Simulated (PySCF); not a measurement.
**GeH2 (SMILES [GeH2]): levels of theory compared**

Aim: a comparison of 4 runs (MP2/STO-6G, CCSDTQ/STO-6G, QCISD(T)/STO-6G, CCSD(T)/STO-6G) of GeH2. Input form: a Python script.

Program for the calculation: PySCF 2.14.0.

14 further runs of the same task are left out: 1 that didn't finish, 13 set aside as unsound or not needed.

## 1. The system as given

GeH2 has 3 atoms, charge 0, and is taken as a singlet. As SMILES, `[GeH2]`. The Ge1–H2 distance was set to 3.508 Å, away from the relaxed value. At this shape a bond of the SMILES string is far longer than usual.

Bond lengths: Ge1–H3 1.594 Å.

## 2. A single-point energy at MP2/STO-6G (run 1)

File job.py:

```python
from pyscf import gto, scf, mp

system = gto.Mole()
system.atom = '''
Ge    -2.193848    -0.001107    -1.190956
H      0.783000     0.743600     0.509000
H     -1.836648    -1.554907    -1.172556
'''
system.basis = 'sto-6g'
system.verbose = 3
system.max_memory = 1860
system.build()

mf = scf.RHF(system)
mf.conv_tol = 1e-10
mf.kernel()
if not mf.converged:
    mf = mf.newton().run(mf.mo_coeff, mf.mo_occ)

pt = mp.MP2(mf, frozen=9).run()
e_final = pt.e_tot
print('Final energy', e_final)
```

On the command line:

```
OMP_NUM_THREADS=1 python job.py
```

The log of the run:

```text
converged SCF energy = -2065.04073690658
E(RMP2) = -2065.17320375748  E_corr = -0.132466850903866
E(SCS-RMP2) = -2065.19907342408  E_corr = -0.158336517501162
Final energy -2065.1732037574825
```

Wall time 1.1 s (1 thread of Arm Neoverse V1, shared host); peak memory 0.12 GiB.

## 3. The energy at CCSDTQ/STO-6G (run 2)

File run.py:

```python
from pyscf import gto, scf, cc

mol = gto.M(
    atom='Ge -2.193848 -0.001107 -1.190956; H 0.783000 0.743600 0.509000; H -1.836648 -1.554907 -1.172556',
    max_memory=1860,
    basis='sto-6g',
    verbose=4,
)

mf = scf.RHF(mol)
mf.conv_tol = 1e-10
mf.kernel()
if not mf.converged:
    mf = mf.newton().run(mf.mo_coeff, mf.mo_occ)

mycc = cc.CCSDTQ(mf, frozen=9)
mycc.kernel()
e_tot = mycc.e_tot
print('E(%s) = %.9f' % ('CCSDTQ', e_tot))
```

On the command line:

```
OMP_NUM_THREADS=1 python run.py
```

The log of the run:

```text
PySCF version 2.14.0

[... 59 lines left out ...]
converged SCF energy = -2065.04073690658
[... 24 lines left out ...]
Init t2, MP2 energy = -2065.173203830849  E_corr(MP2) -0.132466924270
[... 23 lines left out ...]
RCCSDTQ converged
[... 3 lines left out ...]
E(CCSDTQ) = -2065.248816601
```

It took 6.3 s on 1 thread of Arm Neoverse V1, shared host; peak memory 0.11 GiB.

Run 3 isn't shown in full; the table further down has it.

## 4. The energy at CCSD(T)/STO-6G (run 4)

File input.py:

```python
from pyscf import gto, cc

mol = gto.M(
    atom='''
Ge      -2.193848      -0.001107      -1.190956
H        0.783000       0.743600       0.509000
H       -1.836648      -1.554907      -1.172556
''',
    spin=0,
    charge=0,
    basis='sto-6g',
    max_memory=1860,
    verbose=3,
)

hf = mol.RHF()
hf.conv_tol = 1e-10
hf.kernel()
if not hf.converged:
    hf = hf.newton().run(hf.mo_coeff, hf.mo_occ)

mycc = cc.CCSD(hf, frozen=9)
mycc.kernel()
e_t = mycc.ccsd_t()
e_final = mycc.e_tot + e_t
print('E(%s) = %.9f' % ('CCSD(T)', e_final))
```

On the command line:

```
OMP_NUM_THREADS=1 python input.py
```

The log of the run:

```text
converged SCF energy = -2065.04073690658
E(CCSD) = -2065.248697541434  E_corr = -0.2079606348555106
CCSD(T) correction = -0.000690886034822262
E(CCSD(T)) = -2065.249388427
```

Wall time 1.2 s (1 thread of Arm Neoverse V1, shared host); peak memory 0.12 GiB.

## 5. Overview of the runs

| run | level | energy (Eh) | dipole moment (D) of the reference | HOMO energy (eV) | LUMO energy (eV) | wall time |
| --- | --- | --- | --- | --- | --- | --- |
| 1 | MP2/STO-6G | -2065.173204 | 4.15 | -2.61 | 2.75 | 1.1 s |
| 2 | CCSDTQ/STO-6G | -2065.248817 | 4.15 | -2.61 | 2.75 | 6.3 s |
| 3 | QCISD(T)/STO-6G | -2065.249081 | 4.15 | -2.61 | 2.75 | 1.1 s |
| 4 | CCSD(T)/STO-6G | -2065.249388 | 4.15 | -2.61 | 2.75 | 1.2 s |

## 6. What came out

| quantity | value |
| --- | --- |
| run 4: total energy | -2065.24939 Eh |
| run 4: dipole moment (Hartree–Fock density) | 4.15 D |
| run 4: HOMO energy (Hartree–Fock orbitals) | -2.61 eV |
| run 4: LUMO energy (Hartree–Fock orbitals) | 2.75 eV |
| run 4: HOMO–LUMO gap (Hartree–Fock orbitals) | 5.36 eV |
| run 4: correlation energy (9 core orbitals frozen) | -208.7 mEh |
| run 4: (T) correction | -0.69 mEh |
| run 4: T1 diagnostic | 0.059 |

What this shows: In runs 3, 4 the T1 diagnostic is large, so a single reference may not serve. In runs 1, 2, 3, 4 the basis is minimal, so the values are rough. In runs 1, 3, 4 a closed-shell determinant meets a far-stretched bond, which it describes badly. All runs together took 9.7 s, the longest 6.3 s.
